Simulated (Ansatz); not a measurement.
# C₂HBCl₂: a ladder of functionals and wavefunction methods

An exercise on one series of results from a longer session: the logs are not shown, and one member is left open.

Method: functionals in def2-TZVPP, the program's frozen cores in correlated methods; program: Ansatz 0.2.0, Gaussian basis.

The runs, in order: LDA (SPW92), PBE-D4, revPBE-D4, BLYP-D4, r2SCAN-D4, B97M-V, PBE0-D4, B3LYP-D4, r2SCANh-D4, r2SCAN0-D4, HSE06-D4, BHLYP-D4, CAM-B3LYP-D4, LC-ωPBE, ωB97X-V, ωB97M-V, B2PLYP, PBE-QIDH; CCSD(T)/def2-SVP; CCSD(T)/def2-TZVPP; MP2/def2-QZVPP; extrapolation to the limit; RPA on PBE.

## The relaxed structure

The geometry comes from an earlier relaxation with PBE0-D4 in a triple-zeta def2 set; it is a stationary point.

SMILES `C#CB(Cl)Cl`, 6 atoms, charge 0, spin multiplicity 1.

Atoms are counted from 1 here; the program's logs count them from 0.

Bond lengths: C1–C2 1.206 Å, C1–H6 1.066 Å, C2–B3 1.506 Å, B3–Cl4 1.742 Å, B3–Cl5 1.742 Å. Angles: C2–C1–H6 180.0°, C1–C2–B3 180.0°, C2–B3–Cl4 120.2°, C2–B3–Cl5 120.2°, Cl4–B3–Cl5 119.6°.

Geometry (Å):

```mol
C2HBCl2
  3D, bonds by distance, orders not assigned

  6  5  0  0  0  0  0  0  0  0999 V2000
   -1.0220    0.2880    1.2746 C   0  0
   -0.2797    0.0726    0.3495 C   0  0
    0.6478   -0.1967   -0.8063 B   0  0
    0.8254   -1.8139   -1.4284 Cl  0  0
    1.5489    1.1074   -1.5284 Cl  0  0
   -1.6784    0.4786    2.0926 H   0  0
  1  2  8  0
  2  3  8  0
  3  4  8  0
  3  5  8  0
  1  6  8  0
M  END
```

Set-up of the first run:

File in.yaml:

```yaml
crystal:
  periodic: [false, false, false]
  atoms:
    - {symbol: C, position_ang: [-1.021995, 0.288042, 1.274617]}
    - {symbol: C, position_ang: [-0.279691, 0.072561, 0.349529]}
    - {symbol: B, position_ang: [0.647786, -0.196681, -0.806273]}
    - {symbol: Cl, position_ang: [0.825421, -1.813925, -1.428405]}
    - {symbol: Cl, position_ang: [1.548872, 1.107420, -1.528382]}
    - {symbol: H, position_ang: [-1.678393, 0.478581, 2.092613]}
basis:
  gaussian: {orbitals: def2-TZVPP}
hamiltonian: {xc: lda}
output: {orbitals: {seedname: orbitals}}
```

Started as:

```console
$ ansatz run in.yaml --threads 4 --pin off --events-out ev --progress --plain --max-ram 10444MiB
```

Steps of the session up to this table: LDA; PBE-D4 (GGA); revPBE-D4 (GGA); BLYP-D4 (GGA); r2SCAN-D4 (meta-GGA); B97M-V (meta-GGA); B3LYP-D4 (hybrid); r2SCANh-D4 (hybrid); r2SCAN0-D4 (hybrid); HSE06-D4 (hybrid); BHLYP-D4 (hybrid); CAM-B3LYP-D4 (range-separated); LC-ωPBE (range-separated); ωB97X-V (range-separated); ωB97M-V (range-separated); B2PLYP (double hybrid); PBE-QIDH (double hybrid).

One table of the session follows, with a row left open; its other results are not shown here.

It belongs to the step «Orbital energies across the functionals». 

| functional | HOMO (eV) | LUMO (eV) | gap (eV) |
| --- | --- | --- | --- |
| LDA (SPW92) | -7.48 | -3.44 | 4.04 |
| PBE-D4 | -7.30 | -3.18 | 4.12 |
| revPBE-D4 | -7.24 | -3.08 | 4.16 |
| BLYP-D4 | -7.12 | -2.99 | 4.13 |
| r2SCAN-D4 | -7.58 | -2.98 | 4.60 |
| B97M-V | -7.60 | -2.85 | 4.75 |
| PBE0-D4 | ? | ? | ? |
| B3LYP-D4 | -8.33 | -2.48 | 5.84 |
| r2SCANh-D4 | -8.06 | -2.67 | 5.39 |
| r2SCAN0-D4 | -8.78 | -2.21 | 6.58 |
| HSE06-D4 | -8.20 | -2.71 | 5.49 |
| BHLYP-D4 | -9.71 | -1.27 | 8.44 |
| CAM-B3LYP-D4 | -9.96 | -1.20 | 8.76 |
| LC-ωPBE | -11.43 | -0.14 | 11.29 |
| ωB97X-V | -11.00 | -0.15 | 10.84 |
| ωB97M-V | -10.84 | -0.25 | 10.60 |

**Question.** Estimate the row for PBE0-D4.

The run gave: HOMO (eV): -8.60; LUMO (eV): -2.33; gap (eV): 6.27. In the column «HOMO (eV)» it lies between r2SCAN0-D4 (-8.78) and B3LYP-D4 (-8.33).
